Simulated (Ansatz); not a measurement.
# SiH₄ + NH₃ + H₂O: a complex and its separated parts

The complex below is one end of an elementary step. How strongly is it bound against its free parts?

Program: Ansatz 0.2.0, Gaussian basis. Level of theory: PBE0-D4/def2-TZVP structures, single points in def2-TZVPP, no counterpoise correction. These are calculated values, not measurements.

Levels: SPW92, PBE-D4, BLYP-D4, r2SCAN-D4, B97M-V, PBE0-D4, B3LYP-D4, r2SCAN0-D4, BHLYP-D4, CAM-B3LYP-D4, wB97X-V, wB97M-V, B2PLYP, PBE-QIDH, RPA on PBE, Hartree-Fock, MP2, CCSD, CCSD(T).

Correlated methods freeze the cores. B3LYP uses VWN-RPA correlation. B2PLYP carries no dispersion term here.

113 further runs of the same task are left out: 113 set aside as unsound or not needed.

## (1) The system as given

The complex: 12 atoms, charge 0, spin multiplicity 1.

Atoms are counted from 1 here; the program's logs count them from 0.

Bond lengths: Si1–H2 1.488 Å, Si1–H3 1.482 Å, Si1–H4 1.479 Å, Si1–H5 1.495 Å, H6–N7 1.016 Å, N7–H10 1.013 Å, N7–H11 1.012 Å, H8–O9 0.963 Å, O9–H12 0.959 Å. Angles: H2–Si1–H3 111.5°, H2–Si1–H4 112.0°, H2–Si1–H5 105.4°, H3–Si1–H4 113.3°, H3–Si1–H5 106.8°, H4–Si1–H5 107.3°, H6–N7–H10 107.5°, H6–N7–H11 107.9°, H10–N7–H11 107.2°, H8–O9–H12 105.4°.

Geometry (Å):

```
Si   -1.6351   -0.5104   -0.4211
H    -0.7841    0.3790   -1.2578
H    -0.8585   -1.6467    0.1284
H    -2.3780    0.2452    0.6112
H    -2.6445   -1.0914   -1.3591
H     1.2855    0.4728    0.9252
N     0.3870    0.5982    1.3826
H     1.2155    0.1776   -1.3085
O     2.1466    0.2258   -1.0663
H     0.2942    1.5811    1.6082
H     0.4094    0.0906    2.2584
H     2.5619   -0.5218   -1.5012
```

Its parts: SiH₄ holds atoms 1, 2, 3, 4, 5; NH₃ holds atoms 6, 7, 10, 11; H₂O holds atoms 8, 9, 12. Each part counts its atoms afresh in its own runs.

## (2) Relaxing SiH₄ alone

Contents of relax-a/in.yaml:

```yaml
crystal:
  periodic: [false, false, false]
  atoms:
    - {symbol: Si, position_ang: [-1.635058, -0.510442, -0.421078]}
    - {symbol: H, position_ang: [-0.784138, 0.378968, -1.257789]}
    - {symbol: H, position_ang: [-0.858542, -1.646695, 0.128413]}
    - {symbol: H, position_ang: [-2.377991, 0.245244, 0.611197]}
    - {symbol: H, position_ang: [-2.644489, -1.091422, -1.359092]}
basis:
  gaussian: {orbitals: def2-TZVP}
hamiltonian: {xc: pbe0, dispersion: d4}
relax: {f_tol: 0.005, max_steps: 200}
```

Launch:

```console
ansatz run in.yaml --threads 4 --pin off --events-out ev --progress --plain --max-ram 9574MiB
```

The runs that follow: Relaxing NH₃ alone; Relaxing H₂O alone; SPW92/def2-TZVPP; PBE-D4/def2-TZVPP; BLYP-D4/def2-TZVPP; r2SCAN-D4/def2-TZVPP; B97M-V/def2-TZVPP; PBE0-D4/def2-TZVPP; B3LYP-D4/def2-TZVPP; r2SCAN0-D4/def2-TZVPP; BHLYP-D4/def2-TZVPP; CAM-B3LYP-D4/def2-TZVPP; wB97X-V/def2-TZVPP; wB97M-V/def2-TZVPP; B2PLYP/def2-TZVPP; PBE-QIDH/def2-TZVPP; RPA on PBE/def2-TZVPP; CCSD(T)/def2-TZVPP; CCSD(T)/def2-QZVPP; Vibrations of SiH₄; Vibrations of NH₃; Vibrations of H₂O.

**Question.** What will these runs give? Wanted: complex less parts, CCSD(T)/def2-TZVPP; with zero-point energy; largest T1 diagnostic.

As calculated:

| quantity | value |
| --- | --- |
| complex less parts, CCSD(T)/def2-TZVPP | -26.9 kJ/mol |
| with zero-point energy | -12.8 kJ/mol |
| largest T1 diagnostic | 0.011 |

What this shows: At CCSD(T) the complex lies 26.9 kJ/mol below its parts. The functionals run from PBE-QIDH, off by +0.1 kJ/mol, to SPW92, off by -29.1 kJ/mol, against CCSD(T). Mean unsigned error by rung: LDA 29.1, GGA 6.4, meta-GGA 5.0, hybrid 4.2, range-separated hybrid 4.7, double hybrid 2.3 kJ/mol. PBE-D4 gives a relative energy 9.1 kJ/mol too low, outside chemical accuracy (1 kcal/mol, 4.2 kJ/mol). No counterpoise was applied, and triple zeta lacks some correlation, so the CCSD(T) reference has a basis error of its own, and close matches with it are partly luck.
